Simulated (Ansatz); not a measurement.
# BCl2H3O: the cost of one run

All numbers below are computed with Ansatz 0.2.0 (RKS PBE0/def2-SVP).

## 1. The structure to begin with

Bond lengths: B1–Cl3 1.860 Å, B1–Cl4 1.860 Å, B1–O5 1.710 Å, O5–H6 1.010 Å. Angles: Cl3–B1–Cl4 120.0°, Cl3–B1–O5 97.0°, Cl4–B1–O5 101.2°, B1–O5–H6 109.5°.

Structure file:

```xyz
7

B     0.0000    0.0000    0.0000
H     0.0000    0.0000    1.5400
Cl    1.6108    0.0000   -0.9300
Cl   -1.6108    0.0000   -0.9300
O     0.0715   -1.6212    0.5392
H    -0.4750   -2.2058   -0.0770
H     0.0379   -0.8605    1.5370
```

## 2. Pulling towards end A

Springs on the bonds that form and break draw the guess towards this end; the thresholds are loose.

File input.yaml:

```yaml
crystal:
  periodic: [false, false, false]
  atoms:
    - { symbol: B, position_ang: [0.0, 0.0, 0.0] }
    - { symbol: H, position_ang: [0.0, 0.0, 1.54] }
    - { symbol: Cl, position_ang: [1.6108, 0.0, -0.93] }
    - { symbol: Cl, position_ang: [-1.6108, 0.0, -0.93] }
    - { symbol: O, position_ang: [0.0715, -1.6212, 0.5392] }
    - { symbol: H, position_ang: [-0.475, -2.2058, -0.077] }
    - { symbol: H, position_ang: [0.0379, -0.8605, 1.537] }
basis:
  gaussian: { orbitals: def2-SVP }
hamiltonian:
  xc: pbe0
relax:
  f_tol: 0.15
  max_steps: 25
  restrain:
    - { distance: [0, 4], at: 2.61, k: 30.0 }
    - { distance: [6, 1], at: 1.86, k: 30.0 }
    - { distance: [0, 1], at: 1.19, k: 30.0 }
    - { distance: [6, 4], at: 1.01, k: 30.0 }
output:
  orbitals: {}
```

On the command line:

```bash
> ansatz run input.yaml --threads 1 --pin off --max-ram 2048MiB --backend cpu --events-out ev --progress --plain --runs-dir out
```

Q: Estimate wall time and peak memory on 1 thread of Arm Neoverse V2, shared host.

About 28 s, with a peak of 0.15 GiB.
